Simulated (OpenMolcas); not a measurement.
# HF/ANO-RCC-VDZP (DKH2) run of C2H10OSi2 (SMILES C[SiH2]O[SiH2]C)

Aim: the vertical singlet–triplet gap of C2H10OSi2 at HF/ANO-RCC-VDZP (DKH2), from 2 runs. 

Program for the calculation: OpenMolcas 26.06.

## Step 1: The structure to begin with

C2H10OSi2 has 15 atoms, charge 0, and is taken as a singlet. As SMILES, `C[SiH2]O[SiH2]C`. The coordinates come from a GFN2-xTB relaxation. This is one conformer, not always the lowest.

Bond lengths: C1–Si2 1.896 Å, Si2–O3 1.620 Å, O3–Si4 1.620 Å, Si4–C5 1.896 Å, C1–H6 1.087 Å, C1–H7 1.087 Å, C1–H8 1.086 Å, Si2–H9 1.466 Å, Si2–H10 1.464 Å, Si4–H11 1.464 Å, Si4–H12 1.466 Å, C5–H13 1.087 Å, C5–H14 1.087 Å, C5–H15 1.086 Å. Some angles: C1–Si2–O3 109.4°, Si2–O3–Si4 170.0°, O3–Si4–C5 109.2°, C1–Si2–H9 111.1°, C1–Si2–H10 111.8°, O3–Si2–H9 106.9°, O3–Si2–H10 105.1°, Si2–C1–H6 111.5°, Si2–C1–H7 111.3°, Si2–C1–H8 111.1°.

## Step 2: The energy at HF/ANO-RCC-VDZP (DKH2)

File coord.xyz:

```xyz
15

C     -2.682080     0.179690    -0.144180
Si    -1.208250    -0.649630    -1.001840
O      0.155930     0.120900    -0.590480
Si     1.420140     0.874950     0.085650
C      2.484010    -0.395860     1.006080
H     -2.593150     0.129730     0.938150
H     -2.757810     1.229400    -0.416490
H     -3.616480    -0.300250    -0.419790
H     -1.059140    -2.041510    -0.566990
H     -1.290400    -0.530450    -2.458670
H      2.143690     1.484130    -1.031750
H      0.883960     1.880180     1.008340
H      1.926630    -0.881240     1.803110
H      2.838290    -1.174720     0.335800
H      3.354650     0.074670     1.453070
```

File job.inp:

```
&GATEWAY
 COORD=coord.xyz
 BASIS=ANO-RCC-VDZP
 GROUP=NoSym

&SEWARD
 RELATIVISTIC=R02O02
 EXPERT

&SCF
 PRORBITALS=0
```

Command:

```bash
export MOLCAS_MEM=1860
pymolcas job.inp > job.log
```

Output:

```text
--- Start Module: gateway ---
[...]
--- Stop Module: gateway /rc=_RC_ALL_IS_WELL_ ---
--- Start Module: seward ---
[...]
 ###    WARNING:  EXPERT option is ON!                                       ###
 ###############################################################################
               SEWARD will generate:
[...]
      Basis functions          128
--- Stop Module: seward /rc=_RC_ALL_IS_WELL_ ---
[...]
--- Start Module: scf ---
[...]
       Convergence after  11 Iterations
[...]
::    Total SCF energy                               -735.7597288202
[...]
      Total spin, S                                     0.0000000000
[...]
      Total electronic charge=   58.000000
      Total            charge=   -0.000000
[...]
      Dipole Moment (debye):
      Origin of the operator (angstrom)=    0.0554    0.0520   -0.2272
                   X= -1.8418E-01               Y= -1.3975E-01               Z=  6.7204E-01           Total=  7.1069E-01
      Quadrupole Moment (debye*angstrom):
[...]
--- Stop Module: scf /rc=_RC_ALL_IS_WELL_ ---
[...]
```

Wall time 72 s (1 thread of Arm Neoverse V1, shared host); peak memory 0.94 GiB.

## Step 3: The triplet at the same level

coord.xyz is that of step 2.

File job.input:

```
&GATEWAY
  Coord
  coord.xyz
  Basis
  ANO-RCC-VDZP
  Group
  NoSym

&SEWARD
  Relativistic
  R02O02
  Expert

&SCF
  UHF
  Spin
  3
  PrOrbitals
  0
```

Command:

```bash
export MOLCAS_MEM=1860
pymolcas job.input > job.log
```

Output:

```text
--- Start Module: gateway ---
[...]
--- Stop Module: gateway /rc=_RC_ALL_IS_WELL_ ---
--- Start Module: seward ---
[...]
 ###    WARNING:  EXPERT option is ON!                                       ###
 ###############################################################################
               SEWARD will generate:
[...]
      Basis functions          128
--- Stop Module: seward /rc=_RC_ALL_IS_WELL_ ---
[...]
--- Start Module: scf ---
[...]
       Convergence after 207 Iterations
[...]
::    Total SCF energy                               -735.4599167311
[...]
      Total spin, S                                     1.0045370416
[...]
      Total electronic charge=   58.000000
      Total            charge=   -0.000000
[...]
      Dipole Moment (debye):
      Origin of the operator (angstrom)=    0.0554    0.0520   -0.2272
                   X=  3.4048E-01               Y=  1.5243E-01               Z= -3.7271E-01           Total=  5.2733E-01
      Quadrupole Moment (debye*angstrom):
[...]
--- Stop Module: scf /rc=_RC_ALL_IS_WELL_ ---
[...]
```

It took 5 min on 1 thread of Arm Neoverse V1, shared host; peak memory 0.94 GiB.

## Step 4: What came out

At HF/ANO-RCC-VDZP (DKH2):

| quantity | value |
| --- | --- |
| singlet: total energy | -735.75973 Eh |
| singlet: dipole moment | 0.71 D |
| singlet: HOMO energy | -11.52 eV |
| singlet: LUMO energy | 2.24 eV |
| singlet: HOMO–LUMO gap | 13.77 eV |
| triplet: total energy | -735.45992 Eh |
| triplet: dipole moment | 0.53 D |
| triplet: HOMO energy (highest over α and β) | -2.15 eV |
| triplet: ⟨S²⟩ | 2.014 |
| vertical energy of the triplet above the singlet | 8.158 eV |

In words: At this shape the triplet lies 8.16 eV (188 kcal/mol) above the singlet. Mulliken charges (triplet) run from -0.29 on O3 to +0.66 on Si4; they depend strongly on the basis.
